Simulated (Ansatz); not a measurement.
**BPt: a trial structure relaxed**

The task: take a trial cell of BPt to zero force and stress.

Method: DFT PBE, scalar-relativistic, plane waves, PAW, in Ansatz 0.2.0.

## Step 1: The starting structure

It takes space group P6_3/mmc (No. 194, hexagonal). Conventional cell: a = 3.229 Å, b = 3.229 Å, c = 5.261 Å, α = 90.00°, β = 90.00°, γ = 120.00°. Around B (site symmetry -6m2) lie 6 Pt at 2.28 Å. Around Pt (site symmetry -3m) lie 6 B at 2.28 Å.

Structure file:

```
CELL_PARAMETERS angstrom
3.22943 0.00000 0.00000
-1.61471 2.79677 0.00000
0.00000 0.00000 5.26127
ATOMIC_POSITIONS crystal
B 0.66667 0.33333 0.75000
B 0.33333 0.66667 0.25000
Pt 0.00000 0.00000 0.00000
Pt 0.00000 0.00000 0.50000
```

The start is a polymorph listed in a database, not an invented cell.

## Step 2: A first look at the guess

Contents of input.yaml:

```yaml
crystal:
  lattice:
    - [3.22942781, 0.0, 0.0]
    - [-1.61471391, 2.79676652, 0.0]
    - [0.0, 0.0, 5.26127291]
  atoms:
    - { symbol: B, position: [0.66666667, 0.33333333, 0.75] }
    - { symbol: B, position: [0.33333333, 0.66666667, 0.25] }
    - { symbol: Pt, position: [0.0, 0.0, 0.0] }
    - { symbol: Pt, position: [0.0, 0.0, 0.5] }
basis:
  ecutwfc: 420
kpoints:
  mp_grid: { grid: [6, 6, 4] }
hamiltonian:
  xc: pbe
scf:
  occupations: { method: gaussian, width: 0.1 }
  lower_state_search: "off"
output:
  forces: true
  stress: true
  eigenvalues: true
```

The run is started by

```sh
$ ansatz run input.yaml --threads 1 --pin off --max-ram 2560MiB --backend cpu --events-out ev --progress --plain --runs-dir out
```

The session goes on with these runs: full relaxation.

Before running it: what results should come out? Wanted: conventional cell; volume; energy over the elements; gap on the mesh.

**Answer**, as computed:

| quantity | value |
| --- | --- |
| symmetry at the end (tolerance 0.05 Å) | space group P6_3/mmc (No. 194) |
| conventional cell | a = 3.224 Å, b = 3.224 Å, c = 5.256 Å, α = 90.00°, β = 90.00°, γ = 120.00° |
| volume | 11.83 Å³/atom |
| energy over the elements | +0.05 eV/atom |
| gap on the mesh | none (metal) |

**Reading.** The space group P6_3/mmc (No. 194) is kept, at nearly the size of the first guess. The formation energy is positive, so the separate elements lie lower. No finished test with a distortion of lower symmetry is shown, so the end may be a saddle point. The runs treat Pt without spin-orbit coupling.
